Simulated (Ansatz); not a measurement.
# AlHF₂ + HCl: a complex and its separated parts

Aim: how far the complex at one end of a reaction step lies below its separated, relaxed parts, level by level.

Computed with Ansatz 0.2.0, Gaussian basis. Level: PBE0-D4/def2-TZVP structures, single points in def2-TZVPP, no counterpoise correction.

Levels: SPW92, PBE-D4, BLYP-D4, r2SCAN-D4, B97M-V, PBE0-D4, B3LYP-D4, r2SCAN0-D4, BHLYP-D4, CAM-B3LYP-D4, wB97X-V, wB97M-V, B2PLYP, PBE-QIDH, RPA on PBE, Hartree-Fock, MP2, CCSD, CCSD(T).

Correlated methods freeze the cores. B3LYP uses VWN-RPA correlation. B2PLYP carries no dispersion term here.

94 further runs of the same task are left out: 94 set aside as unsound or not needed.

### 1 The starting structure

The complex: 6 atoms, charge 0, spin multiplicity 1.

Atoms are counted from 1 here; the program's logs count them from 0.

Bond lengths: Al1–Cl2 2.564 Å, Al1–F3 1.648 Å, Al1–F4 1.662 Å, Al1–H6 1.564 Å, Cl2–H5 1.289 Å. Angles: Cl2–Al1–F3 98.1°, Cl2–Al1–F4 86.8°, Cl2–Al1–H6 103.1°, F3–Al1–F4 116.5°, F3–Al1–H6 120.3°, F4–Al1–H6 119.8°, Al1–Cl2–H5 84.5°.

As a file:

```xyz
6
AlClF2H2
Al   -0.1184   -0.7749    0.1027
Cl    0.8993    1.5749    0.2380
F     1.0377   -1.4745   -0.8403
F    -1.3987   -0.0745   -0.6924
H    -0.1541    1.9333   -0.4127
H    -0.2659   -1.1843    1.6048
```

Its parts: AlHF₂ holds atoms 1, 3, 4, 6; HCl holds atoms 2, 5. Each part counts its atoms afresh in its own runs.

### 2 Relaxing AlHF₂ alone

File relax-a/in.yaml:

```yaml
crystal:
  periodic: [false, false, false]
  atoms:
    - {symbol: Al, position_ang: [-0.118406, -0.774890, 0.102666]}
    - {symbol: F, position_ang: [1.037728, -1.474534, -0.840342]}
    - {symbol: F, position_ang: [-1.398681, -0.074472, -0.692419]}
    - {symbol: H, position_ang: [-0.265867, -1.184297, 1.604841]}
basis:
  gaussian: {orbitals: def2-TZVP}
hamiltonian: {xc: pbe0, dispersion: d4}
relax: {f_tol: 0.005, max_steps: 200}
```

Run with:

```bash
$ ansatz run in.yaml --threads 2 --pin off --events-out ev --progress --plain --max-ram 4352MiB
```

After this run come: Relaxing HCl alone; SPW92/def2-TZVPP; PBE-D4/def2-TZVPP; BLYP-D4/def2-TZVPP; r2SCAN-D4/def2-TZVPP; B97M-V/def2-TZVPP; PBE0-D4/def2-TZVPP; B3LYP-D4/def2-TZVPP; r2SCAN0-D4/def2-TZVPP; BHLYP-D4/def2-TZVPP; CAM-B3LYP-D4/def2-TZVPP; wB97X-V/def2-TZVPP; wB97M-V/def2-TZVPP; B2PLYP/def2-TZVPP; PBE-QIDH/def2-TZVPP; RPA on PBE/def2-TZVPP; CCSD(T)/def2-TZVPP; Vibrations of AlHF₂; Vibrations of HCl.

Before running it: what results should come out? Wanted: complex less parts, CCSD(T)/def2-TZVPP; with zero-point energy; largest T1 diagnostic.

The runs gave:

```
                              quantity          value
complex less parts, CCSD(T)/def2-TZVPP  -8.6 kcal/mol
                with zero-point energy  -7.2 kcal/mol
                 largest T1 diagnostic          0.013
```

What this shows: At CCSD(T) the complex lies 8.6 kcal/mol below its parts. B3LYP-D4 is the best functional here (-0.1 kcal/mol from CCSD(T)); SPW92 is the worst (-5.7 kcal/mol). Mean unsigned error by rung: LDA 5.7, GGA 0.9, meta-GGA 1.4, hybrid 1.1, range-separated hybrid 1.1, double hybrid 0.8 kcal/mol. PBE-D4 gives a relative energy 1.4 kcal/mol too low, outside chemical accuracy (1 kcal/mol). No counterpoise was applied, and triple zeta lacks some correlation, so the CCSD(T) reference has a basis error of its own, and close matches with it are partly luck.
